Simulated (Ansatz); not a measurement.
**CH₃BrF₂OTi: a ladder of functionals and wavefunction methods**

One table from this session's results is given with a row withheld; the runs are named, their logs left out.

Method: functionals in def2-TZVPP, the program's frozen cores in correlated methods; program: Ansatz 0.2.0, Gaussian basis.

Levels to be run: LDA (SPW92), PBE-D4, revPBE-D4, BLYP-D4, r2SCAN-D4, B97M-V, PBE0-D4, B3LYP-D4, r2SCANh-D4, r2SCAN0-D4, HSE06-D4, BHLYP-D4, CAM-B3LYP-D4, LC-ωPBE, ωB97X-V, ωB97M-V, B2PLYP, PBE-QIDH; CCSD(T)/def2-SVP; CCSD(T)/def2-TZVPP; CCSD(T)/def2-QZVPP; extrapolation to the limit; RPA on PBE.

## The geometry

All runs share one geometry, relaxed beforehand with PBE0-D4 in a triple-zeta def2 set.

SMILES `C[O][Ti]([F])([F])[Br]`, 9 atoms, charge 0, spin multiplicity 1.

Atoms are counted from 1 here; the program's logs count them from 0.

Bond lengths: C1–O2 1.395 Å, C1–H7 1.093 Å, C1–H8 1.093 Å, C1–H9 1.093 Å, O2–Ti3 1.728 Å, Ti3–F4 1.752 Å, Ti3–F5 1.752 Å, Ti3–Br6 2.357 Å. Angles: O2–C1–H7 109.6°, O2–C1–H8 109.6°, O2–C1–H9 109.5°, H7–C1–H8 109.4°, H7–C1–H9 109.4°, H8–C1–H9 109.4°, C1–O2–Ti3 173.7°, O2–Ti3–F4 109.4°, O2–Ti3–F5 109.4°, O2–Ti3–Br6 108.0°, F4–Ti3–F5 109.8°, F4–Ti3–Br6 110.1°, F5–Ti3–Br6 110.1°.

The first run:

File in.yaml:

```yaml
crystal:
  periodic: [false, false, false]
  atoms:
    - {symbol: C, position_ang: [0.128643, -1.391650, 0.841768]}
    - {symbol: O, position_ang: [0.104569, -0.271447, 0.010415]}
    - {symbol: Ti, position_ang: [-0.025222, 1.202487, -0.881299]}
    - {symbol: F, position_ang: [-0.877199, 0.902110, -2.382073]}
    - {symbol: F, position_ang: [1.578180, 1.820025, -1.222158]}
    - {symbol: Br, position_ang: [-1.223861, 2.746426, 0.434991]}
    - {symbol: H, position_ang: [1.163895, -1.659373, 1.066093]}
    - {symbol: H, position_ang: [-0.363545, -2.229472, 0.342216]}
    - {symbol: H, position_ang: [-0.397060, -1.165506, 1.772946]}
basis:
  gaussian: {orbitals: def2-TZVPP}
hamiltonian: {xc: lda}
output: {orbitals: {seedname: orbitals}}
```

Steps of the session up to this table: LDA; PBE-D4 (GGA); revPBE-D4 (GGA); BLYP-D4 (GGA); r2SCAN-D4 (meta-GGA); B97M-V (meta-GGA); PBE0-D4 (hybrid); B3LYP-D4 (hybrid); r2SCANh-D4 (hybrid); r2SCAN0-D4 (hybrid); HSE06-D4 (hybrid); BHLYP-D4 (hybrid); CAM-B3LYP-D4 (range-separated); LC-ωPBE (range-separated); ωB97X-V (range-separated); ωB97M-V (range-separated); B2PLYP (double hybrid); PBE-QIDH (double hybrid).

One of the session's tables, all rows but one given; the rest of the session is left out.

It belongs to the step «Frontier levels by functional». 

```
  functional  HOMO (eV)  LUMO (eV)  gap (eV)
 LDA (SPW92)      -7.53      -3.63      3.90
      PBE-D4      -7.35      -3.38      3.97
   revPBE-D4      -7.28      -3.29      3.99
     BLYP-D4      -7.20      -3.29      3.90
   r2SCAN-D4          ?          ?         ?
      B97M-V      -7.76      -3.39      4.37
     PBE0-D4      -8.68      -2.52      6.16
    B3LYP-D4      -8.42      -2.80      5.62
  r2SCANh-D4      -8.19      -3.03      5.15
  r2SCAN0-D4      -8.92      -2.50      6.42
    HSE06-D4      -8.28      -2.90      5.38
    BHLYP-D4      -9.86      -1.47      8.39
CAM-B3LYP-D4      -9.98      -1.45      8.53
     LC-ωPBE     -11.31      -0.30     11.01
     ωB97X-V     -10.98      -0.32     10.66
     ωB97M-V     -10.86      -0.32     10.54
```

Estimate the missing values for r2SCAN-D4.

Worked estimate for «HOMO (eV)». Against the share of exact exchange, r2SCANh-D4 (0.1, -8.19), r2SCAN0-D4 (0.25, -8.92) give a slope of -4.87 per unit share; at 0 the line stands at -7.70.

As computed: HOMO (eV): -7.70; LUMO (eV): -3.37; gap (eV): 4.33. In «HOMO (eV)» the line misses by 0.00.
